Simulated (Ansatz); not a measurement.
# C2HCl5: the cost of one run

Program: Ansatz 0.2.0, Gaussian basis. Level of theory: one geometry, several basis sets. These are calculated values, not measurements.

The runs, in order: PBE0-D4/def2-SVP; ωB97M-V/def2-SVP; PBE0-D4/def2-QZVPP; ωB97M-V/def2-QZVPP; CCSD(T)/cc-pV(D+d)Z; CCSD(T)/cc-pV(T+d)Z; MP2/cc-pV(Q+d)Z; the functionals' def2-TZVPP values are taken from earlier runs.

## Step 1: The relaxed structure

All runs share one geometry, relaxed beforehand with PBE0-D4 in a triple-zeta def2 set.

SMILES `ClC(Cl)C(Cl)(Cl)Cl`, 8 atoms, charge 0, spin multiplicity 1.

Atoms are counted from 1 here; the program's logs count them from 0.

Bond lengths: Cl1–C2 1.759 Å, C2–Cl3 1.759 Å, C2–C4 1.545 Å, C2–H8 1.088 Å, C4–Cl5 1.756 Å, C4–Cl6 1.769 Å, C4–Cl7 1.769 Å. Angles: Cl1–C2–Cl3 110.5°, Cl1–C2–C4 111.6°, Cl1–C2–H8 107.8°, Cl3–C2–C4 111.6°, Cl3–C2–H8 107.8°, C4–C2–H8 107.4°, C2–C4–Cl5 111.7°, C2–C4–Cl6 108.2°, C2–C4–Cl7 108.2°, Cl5–C4–Cl6 110.1°, Cl5–C4–Cl7 110.1°, Cl6–C4–Cl7 108.4°.

## Step 2: PBE0-D4 in def2-SVP

The input, in.yaml:

```yaml
crystal:
  periodic: [false, false, false]
  atoms:
    - {symbol: Cl, position_ang: [-1.037554, -0.212856, 1.883586]}
    - {symbol: C, position_ang: [-0.774574, 0.017582, 0.159705]}
    - {symbol: Cl, position_ang: [-1.606282, -1.227756, -0.763020]}
    - {symbol: C, position_ang: [0.730987, 0.069030, -0.183552]}
    - {symbol: Cl, position_ang: [1.539933, -1.436060, 0.219774]}
    - {symbol: Cl, position_ang: [0.893538, 0.402330, -1.912930]}
    - {symbol: Cl, position_ang: [1.457812, 1.409281, 0.712947]}
    - {symbol: H, position_ang: [-1.203860, 0.978449, -0.116511]}
basis:
  gaussian: {orbitals: def2-SVP}
hamiltonian: {xc: pbe0, dispersion: d4}
output: {orbitals: {seedname: orbitals}}
```

The run is started by

```console
$ ansatz run in.yaml --threads 2 --pin off --events-out ev --progress --plain --max-ram 32768MiB --backend cpu
```

**Question.** How long does this run take on 2 threads of AMD EPYC 7R13, shared host, and how much memory does it need?

About 3.3 s, with a peak of 0.33 GiB.
